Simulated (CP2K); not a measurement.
# CH4GaO (SMILES C[O][GaH]): a chain of runs

Wanted: a structure relaxation (doublet CH4GaO, GFN1-xTB), then energy and gradient (singlet CH4GaO−, GFN1-xTB), then a structure relaxation (singlet CH4GaO−, GFN1-xTB), then energy and forces (doublet CH4GaO, GFN1-xTB) of CH4GaO. 

The calculation is run with CP2K 2026.2.

5 further runs of the same task are left out: 1 that didn't finish, 4 set aside as unsound or not needed.

## (1) The system as given

The species is CH4GaO (7 atoms), meant as a doublet with charge 0. As SMILES, `C[O][GaH]`. The shape is that of a PBE0-D4/def2-TZVP optimisation. This is one conformer, not always the lowest. The run starts from this shape.

Bond lengths: C1–O2 1.401 Å, O2–Ga3 1.791 Å, C1–H4 1.097 Å, C1–H5 1.096 Å, C1–H6 1.096 Å, Ga3–H7 1.601 Å. Angles: C1–O2–Ga3 128.8°, O2–C1–H4 113.2°, O2–C1–H5 109.9°, O2–C1–H6 109.9°, O2–Ga3–H7 112.5°, H4–C1–H5 107.9°, H4–C1–H6 107.8°, H5–C1–H6 107.9°.

## (2) A structure relaxation at GFN1-xTB (run 1)

Contents of run.inp:

```
&GLOBAL
   PROJECT_NAME run
   RUN_TYPE GEO_OPT
   PRINT_LEVEL LOW
&END GLOBAL
&FORCE_EVAL
   METHOD Quickstep
   &DFT
      CHARGE 0
      MULTIPLICITY 2
      SPIN_POLARIZED T
      ! Quickstep
      &QS
         METHOD XTB
         EPS_DEFAULT 1.0E-10
         &XTB
            GFN_TYPE 1
            CHECK_ATOMIC_CHARGES F
         &END XTB
      &END QS
      ! cluster boundary conditions
      &POISSON
         PERIODIC NONE
         POISSON_SOLVER ANALYTIC
      &END POISSON
      &SCF
         SCF_GUESS ATOMIC
         EPS_SCF 1.0E-06
         MAX_SCF 100
         ADDED_MOS 2
         &DIAGONALIZATION
            ALGORITHM STANDARD
         &END DIAGONALIZATION
         &MIXING
            METHOD BROYDEN_MIXING
            ALPHA 0.4
            NBUFFER 8
         &END MIXING
         &SMEAR ON
            METHOD FERMI_DIRAC
            ELECTRONIC_TEMPERATURE [K] 300
         &END SMEAR
      &END SCF
      &PRINT
         &MOMENTS
            PERIODIC F
            REFERENCE COM
            MAX_MOMENT 1
         &END MOMENTS
         &MULLIKEN OFF
         &END MULLIKEN
         &HIRSHFELD OFF
         &END HIRSHFELD
      &END PRINT
   &END DFT
   &SUBSYS
      ! box in angstrom
      &CELL
         ABC [angstrom] 15.3 16.3 13.7
         PERIODIC NONE
      &END CELL
      &COORD
         C     -0.579900     0.843500    -0.069000
         O      0.330900    -0.104600     0.414200
         Ga     0.839900    -1.651900    -0.329800
         H     -1.018700     0.567700    -1.036200
         H     -0.081800     1.811900    -0.190000
         H     -1.399300     0.973100     0.646800
         H      1.908900    -2.439800     0.564100
      &END COORD
      &TOPOLOGY
         &CENTER_COORDINATES
         &END CENTER_COORDINATES
      &END TOPOLOGY
   &END SUBSYS
&END FORCE_EVAL
&MOTION
   &GEO_OPT
      OPTIMIZER BFGS
      MAX_ITER 100
      MAX_FORCE 4.5E-04
      RMS_FORCE 3.0E-04
   &END GEO_OPT
   &PRINT
      &TRAJECTORY
         &EACH
            GEO_OPT 1
         &END EACH
      &END TRAJECTORY
      &FORCES ON
         &EACH
            GEO_OPT 1
         &END EACH
      &END FORCES
      &RESTART OFF
      &END RESTART
      &RESTART_HISTORY OFF
      &END RESTART_HISTORY
   &END PRINT
&END MOTION
```

Run with:

```sh
$ OMP_NUM_THREADS=1 cp2k.psmp -i run.inp > run.out 2>&1
```

Output, shortened:

```text
CP2K| version string:                                       CP2K version 2026.2
[...]
 GLOBAL| Method name                                                        CP2K
[...]
 GLOBAL| Run type                                                        GEO_OPT
[...]
                             - Atoms:                                          7
[...]
                             - Spherical basis functions:                     25
[...]
 Number of electrons:                                                          9
[...]
     1 NoMix/Diag. 0.40E+00    0.0     0.58770441       -10.0920108283 -1.01E+01
[...]
  *** SCF run converged in    43 steps ***
[...]
 ENERGY| Total FORCE_EVAL ( QS ) energy [hartree]            -10.245519722963412
[...]
 OPT| Step number                                                              0
[...]
 OPT| Total energy [hartree]                                      -10.2455197230
[...]
 OPT| Step number                                                             14
[...]
 OPT| Total energy [hartree]                                      -10.2560801103
[...]
 OPT| Step number                                                             15
[...]
 OPT| Total energy [hartree]                                      -10.2560815159
[...]
 ***                    GEOMETRY OPTIMIZATION COMPLETED                      ***
[...]
    15 Broy./Diag. 0.40E+00    0.0     0.00000012       -10.2560802866 -6.36E-06
  *** SCF run converged in    15 steps ***
[...]
  Fermi energy:                                                -0.34639086252922
[...]
 TB_DIPOLE| Moment [Debye]         -0.19733319      -0.94418824      -1.25332794
 TB_DIPOLE| Derivative [a.u.]       0.00000000       0.00000000       0.00000000
 ENERGY| Total FORCE_EVAL ( QS ) energy [hartree]            -10.256080286646286
[...]
```

Run time: 1.5 s. Hardware: 1 thread of Arm Neoverse N1, shared host; peak memory 0.15 GiB.

## (3) The singlet anion: energy and forces at GFN1-xTB (run 2)

Contents of run.inp:

```
&FORCE_EVAL
 METHOD Quickstep
 &DFT
  CHARGE -1
  ! Quickstep
  &QS
   METHOD XTB
   EPS_DEFAULT 1.0E-10
   &XTB
    GFN_TYPE 1
    CHECK_ATOMIC_CHARGES F
   &END XTB
  &END QS
  &POISSON
   PERIODIC NONE
   POISSON_SOLVER ANALYTIC
  &END POISSON
  &SCF
   SCF_GUESS ATOMIC
   EPS_SCF 1.0E-06
   MAX_SCF 150
   ADDED_MOS 2
   &DIAGONALIZATION
    ALGORITHM STANDARD
   &END DIAGONALIZATION
   &MIXING
    METHOD BROYDEN_MIXING
    ALPHA 0.2
    NBUFFER 8
   &END MIXING
   &SMEAR ON
    METHOD FERMI_DIRAC
    ELECTRONIC_TEMPERATURE [K] 300
   &END SMEAR
  &END SCF
  &PRINT
   &MOMENTS
    PERIODIC F
    REFERENCE COM
    MAX_MOMENT 1
   &END MOMENTS
   &MO ON
    ENERGIES T
    OCCUPATION_NUMBERS T
    NDIGITS 6
    &EACH
     QS_SCF 0
    &END EACH
    ADD_LAST NUMERIC
   &END MO
   &HIRSHFELD OFF
   &END HIRSHFELD
  &END PRINT
 &END DFT
 ! structure
 &SUBSYS
  &CELL
   ABC 15.2 15.9 13.9
   PERIODIC NONE
  &END CELL
  &COORD
   C      6.801532     9.317329     6.964054
   O      7.591504     8.154906     7.044590
   Ga     8.323782     6.524237     6.566772
   H      6.199325     9.345172     6.043019
   H      7.434828    10.216315     6.974827
   H      6.108857     9.373568     7.816343
   H      9.306603     6.316034     7.903453
  &END COORD
  &TOPOLOGY
   &CENTER_COORDINATES
   &END CENTER_COORDINATES
  &END TOPOLOGY
 &END SUBSYS
 ! extra output
 &PRINT
  &FORCES ON
  &END FORCES
 &END PRINT
&END FORCE_EVAL
&GLOBAL
 PROJECT run
 RUN_TYPE ENERGY_FORCE
 PRINT_LEVEL MEDIUM
&END GLOBAL
```

Run with:

```sh
$ OMP_NUM_THREADS=1 cp2k.psmp -i run.inp -o run.out
```

Output, shortened:

```text
CP2K| version string:                                       CP2K version 2026.2
[...]
 GLOBAL| Method name                                                        CP2K
[...]
 GLOBAL| Run type                                                   ENERGY_FORCE
[...]
                             - Atoms:                                          7
[...]
                             - Spherical basis functions:                     25
[...]
 Number of electrons:                                                         18
[...]
     1 NoMix/Diag. 0.20E+00    0.0     0.80470594       -10.3289906858 -1.03E+01
[...]
    29 Broy./Diag. 0.20E+00    0.0     0.00000012       -10.4969185817  6.40E-06
  *** SCF run converged in    29 steps ***
[...]
  Fermi energy:                                                -0.02363779791240
[...]
 TB_DIPOLE| Moment [Debye]         -1.59924028       0.79756896      -1.71674224
 TB_DIPOLE| Derivative [a.u.]       0.00000000       0.00000000       0.00000000
[...]
 ENERGY| Total FORCE_EVAL ( QS ) energy [hartree]            -10.496919761855038
 FORCES| Atomic forces [hartree/bohr]
 FORCES|   Atom     x               y               z               |f|
 FORCES|      1  8.18505288E-03 -9.30954426E-03  3.55427523E-03   1.28955643E-02
 FORCES|      2 -1.49403211E-02  3.18444438E-02  8.33466678E-03   3.61489760E-02
 FORCES|      3 -3.96952306E-03 -3.36913119E-02 -3.98887973E-02   5.23638975E-02
 FORCES|      4 -2.06771307E-03  1.43090467E-03 -1.82264047E-03   3.10563098E-03
 FORCES|      5 -6.83041283E-04  4.13409954E-03  5.94722349E-04   4.23214119E-03
 FORCES|      6 -2.41397886E-03  3.02564535E-03  1.69347246E-03   4.22488730E-03
 FORCES|      7  1.58895245E-02  2.56576280E-03  2.75343009E-02   3.18935394E-02
 FORCES| Sum    -7.97972799E-17  2.72785267E-16  5.55111512E-17
 FORCES| Total atomic force                                       2.89587457E-16
[...]
```

It took 0.52 s on 1 thread of Arm Neoverse N1, shared host; peak memory 0.15 GiB.

## (4) The singlet anion: a geometry optimisation at GFN1-xTB (run 3)

Contents of gas.inp:

```
&GLOBAL
  PROJECT_NAME gas
  RUN_TYPE GEO_OPT
  PRINT_LEVEL LOW
&END GLOBAL

&FORCE_EVAL
  METHOD QS
  &DFT
    CHARGE -1
    MULTIPLICITY 1
    ! Quickstep
    &QS
      METHOD XTB
      EPS_DEFAULT 1.0E-10
      &XTB
        GFN_TYPE 1
        CHECK_ATOMIC_CHARGES F
      &END XTB
    &END QS
    &POISSON
      PERIODIC NONE
      POISSON_SOLVER ANALYTIC
    &END POISSON
    &SCF
      SCF_GUESS ATOMIC
      EPS_SCF 1.0E-06
      MAX_SCF 150
      ADDED_MOS 2
      &DIAGONALIZATION
        ALGORITHM STANDARD
      &END DIAGONALIZATION
      &MIXING
        METHOD BROYDEN_MIXING
        ALPHA 0.2
        NBUFFER 8
      &END MIXING
      &SMEAR ON
        METHOD FERMI_DIRAC
        ELECTRONIC_TEMPERATURE [K] 300
      &END SMEAR
    &END SCF
    ! extra output
    &PRINT
      &MOMENTS
        PERIODIC F
        REFERENCE COM
        MAX_MOMENT 1
      &END MOMENTS
      &MULLIKEN OFF
      &END MULLIKEN
      &HIRSHFELD OFF
      &END HIRSHFELD
    &END PRINT
  &END DFT
  &SUBSYS
    ! box in angstrom
    &CELL
      ABC [angstrom] 15.2 15.9 13.9
      PERIODIC NONE
    &END CELL
    &COORD
      C      6.801532     9.317329     6.964054
      O      7.591504     8.154906     7.044590
      Ga     8.323782     6.524237     6.566772
      H      6.199325     9.345172     6.043019
      H      7.434828    10.216315     6.974827
      H      6.108857     9.373568     7.816343
      H      9.306603     6.316034     7.903453
    &END COORD
    &TOPOLOGY
      &CENTER_COORDINATES
      &END CENTER_COORDINATES
    &END TOPOLOGY
  &END SUBSYS
&END FORCE_EVAL

! ionic moves
&MOTION
  &GEO_OPT
    OPTIMIZER BFGS
    MAX_ITER 100
    MAX_FORCE 4.5E-04
    RMS_FORCE 3.0E-04
  &END GEO_OPT
  ! extra output
  &PRINT
    &TRAJECTORY
      &EACH
        GEO_OPT 1
      &END EACH
    &END TRAJECTORY
    &FORCES ON
      &EACH
        GEO_OPT 1
      &END EACH
    &END FORCES
    &RESTART OFF
    &END RESTART
    &RESTART_HISTORY OFF
    &END RESTART_HISTORY
  &END PRINT
&END MOTION
```

Run with:

```sh
$ OMP_NUM_THREADS=1 cp2k.psmp gas.inp > gas.out
```

Output, shortened:

```text
CP2K| version string:                                       CP2K version 2026.2
[...]
 GLOBAL| Method name                                                        CP2K
[...]
 GLOBAL| Run type                                                        GEO_OPT
[...]
                             - Atoms:                                          7
[...]
                             - Spherical basis functions:                     25
[...]
 Number of electrons:                                                         18
[...]
     1 NoMix/Diag. 0.20E+00    0.0     0.80470594       -10.3289906858 -1.03E+01
[...]
  *** SCF run converged in    29 steps ***
[...]
 ENERGY| Total FORCE_EVAL ( QS ) energy [hartree]            -10.496919761855038
[...]
 OPT| Step number                                                              0
[...]
 OPT| Total energy [hartree]                                      -10.4969197619
[...]
 OPT| Step number                                                             19
[...]
 OPT| Total energy [hartree]                                      -10.5114775339
[...]
 OPT| Step number                                                             20
[...]
 OPT| Total energy [hartree]                                      -10.5114790516
[...]
 ***                    GEOMETRY OPTIMIZATION COMPLETED                      ***
[...]
    11 Broy./Diag. 0.20E+00    0.0     0.00000043       -10.5114483453  1.88E-05
  *** SCF run converged in    11 steps ***
[...]
  Fermi energy:                                                -0.02369737679571
[...]
 TB_DIPOLE| Moment [Debye]         -0.67886549      -0.60677690      -1.67144478
 TB_DIPOLE| Derivative [a.u.]       0.00000000       0.00000000       0.00000000
 ENERGY| Total FORCE_EVAL ( QS ) energy [hartree]            -10.511448345323325
[...]
```

It took 1.2 s on 1 thread of Arm Neoverse N1, shared host; peak memory 0.15 GiB.

Steps, from the record of the run:

| step | energy from the first frame kept (eV) | largest force (eV/Å) |
| --- | --- | --- |
| 1 | 0.0000 | 1.4948 |
| 2 | -0.0563 | 0.7211 |
| 3 | -0.0761 | 0.3431 |
| 4 | -0.0872 | 0.2117 |
| 5 | -0.0935 | 0.1829 |
| 6 | -0.0954 | 0.1495 |
| 7 | -0.0969 | 0.0893 |
| 8 | -0.0998 | 0.1655 |
| 9 | -0.1036 | 0.3638 |
| 10 | -0.1086 | 0.4925 |
| 11 | -0.1169 | 0.4509 |
| 12 | -0.1237 | 0.1845 |
| 13 | -0.1287 | 0.2446 |
| 14 | -0.1353 | 0.3900 |
| 15 | -0.1426 | 0.2984 |
| 16 | -0.1504 | 0.0953 |
| 17 | -0.1511 | 0.0969 |
| 18 | -0.1515 | 0.0470 |
| 19 | -0.1515 | 0.0082 |
| 20 | -0.1515 | 0.0048 |
| 21 | -0.1507 | 0.0048 |

After the run. Bond lengths: C1–O2 1.393 Å, O2–Ga3 2.023 Å, C1–H4 1.111 Å, C1–H5 1.108 Å, C1–H6 1.108 Å. Angles: C1–O2–Ga3 158.6°, O2–C1–H4 111.7°, O2–C1–H5 112.8°, O2–C1–H6 112.8°, H4–C1–H5 106.4°, H4–C1–H6 106.3°, H5–C1–H6 106.4°.

## (5) Energy and forces at GFN1-xTB (run 4)

Contents of run.inp:

```
&GLOBAL
  PROJECT_NAME run
  RUN_TYPE ENERGY_FORCE
  PRINT_LEVEL MEDIUM
&END GLOBAL

&FORCE_EVAL
  METHOD QS
  &DFT
    CHARGE 0
    MULTIPLICITY 2
    SPIN_POLARIZED T
    &QS
      METHOD XTB
      EPS_DEFAULT 1.0E-10
      &XTB
        GFN_TYPE 1
        CHECK_ATOMIC_CHARGES F
      &END XTB
    &END QS
    &POISSON
      PERIODIC NONE
      POISSON_SOLVER ANALYTIC
    &END POISSON
    &SCF
      SCF_GUESS ATOMIC
      EPS_SCF 1.0E-06
      MAX_SCF 100
      ADDED_MOS 2
      &DIAGONALIZATION
        ALGORITHM STANDARD
      &END DIAGONALIZATION
      &MIXING
        METHOD BROYDEN_MIXING
        ALPHA 0.4
        NBUFFER 8
      &END MIXING
      &SMEAR ON
        METHOD FERMI_DIRAC
        ELECTRONIC_TEMPERATURE [K] 300
      &END SMEAR
    &END SCF
    &PRINT
      &MOMENTS
        PERIODIC F
        REFERENCE COM
        MAX_MOMENT 1
      &END MOMENTS
      &MO ON
        ENERGIES T
        OCCUPATION_NUMBERS T
        NDIGITS 6
        &EACH
          QS_SCF 0
        &END EACH
        ADD_LAST NUMERIC
      &END MO
      &HIRSHFELD OFF
      &END HIRSHFELD
    &END PRINT
  &END DFT
  &SUBSYS
    &CELL
      ABC [angstrom] 15.2 15.7 14
      PERIODIC NONE
    &END CELL
    &COORD
      C      6.703189     8.948265     6.902724
      O      7.214138     7.722373     6.481688
      Ga     8.317453     6.027330     6.522951
      H      5.976455     9.362801     6.171773
      H      7.488665     9.718860     7.032908
      H      6.167958     8.880592     7.870549
      H      9.143654     6.373866     8.166288
    &END COORD
    &TOPOLOGY
      &CENTER_COORDINATES
      &END CENTER_COORDINATES
    &END TOPOLOGY
  &END SUBSYS
  &PRINT
    &FORCES ON
    &END FORCES
  &END PRINT
&END FORCE_EVAL
```

Run with:

```sh
$ OMP_NUM_THREADS=1 cp2k.psmp run.inp > run.out
```

Output, shortened:

```text
CP2K| version string:                                       CP2K version 2026.2
[...]
 GLOBAL| Method name                                                        CP2K
[...]
 GLOBAL| Run type                                                   ENERGY_FORCE
[...]
                             - Atoms:                                          7
[...]
                             - Spherical basis functions:                     25
[...]
 Number of electrons:                                                          9
[...]
     1 NoMix/Diag. 0.40E+00    0.0     0.68618745       -10.0744461922 -1.01E+01
[...]
    50 Broy./Diag. 0.40E+00    0.0     0.00000083       -10.2381695752  5.36E-06
  *** SCF run converged in    50 steps ***
[...]
  Fermi energy:                                                -0.38621569854051
[...]
 TB_DIPOLE| Moment [Debye]          1.28314431      -1.84087039       0.17845595
 TB_DIPOLE| Derivative [a.u.]       0.00000000       0.00000000       0.00000000
[...]
 ENERGY| Total FORCE_EVAL ( QS ) energy [hartree]            -10.238169351851125
 FORCES| Atomic forces [hartree/bohr]
 FORCES|   Atom     x               y               z               |f|
 FORCES|      1 -9.84206589E-03  1.31490155E-02 -2.31412109E-03   1.65866822E-02
 FORCES|      2  2.10663534E-02 -2.52306850E-02  7.90090537E-03   3.38053697E-02
 FORCES|      3 -7.26163862E-03  2.52080245E-02  1.37485224E-02   2.96175246E-02
 FORCES|      4  2.22222680E-03 -1.90338890E-03  1.59263165E-03   3.33131459E-03
 FORCES|      5 -4.23043721E-05 -3.67322016E-03 -1.54187482E-03   3.98393197E-03
 FORCES|      6  1.50423964E-03 -2.68323757E-03 -2.52064658E-03   3.97695360E-03
 FORCES|      7 -7.64681096E-03 -4.86650840E-03 -1.68654170E-02   1.91467729E-02
 FORCES| Sum    -1.38777878E-16  2.66280054E-16 -6.93889390E-18
 FORCES| Total atomic force                                       3.00353982E-16
[...]
```

Run time: 0.6 s. Hardware: 1 thread of Arm Neoverse N1, shared host; peak memory 0.15 GiB.

## (6) Outcome

```
                                      quantity                                   value
            singlet anion, run 2: total energy                            -10.49692 Eh
             singlet anion, run 2: HOMO energy                                -4.26 eV
             singlet anion, run 2: LUMO energy                                 0.25 eV
           singlet anion, run 2: HOMO–LUMO gap                                 4.51 eV
       singlet anion, run 2: dispersion energy                            -3.68 kJ/mol
singlet anion, run 2: largest force on an atom                              2.693 eV/Å
 singlet anion, run 3: total energy at the end                            -10.51145 Eh
       singlet anion, run 3: dispersion energy                            -3.90 kJ/mol
                               run 1, GFN1-xTB  no result (the spin typed was ignored)
                               run 4, GFN1-xTB  no result (the spin typed was ignored)
```

What this shows: The optimisation (singlet anion, run 3) took 20 steps and changed the energy by -0.395 eV. 2 of the 4 runs ended normally but are set aside, since settings or state are in doubt.
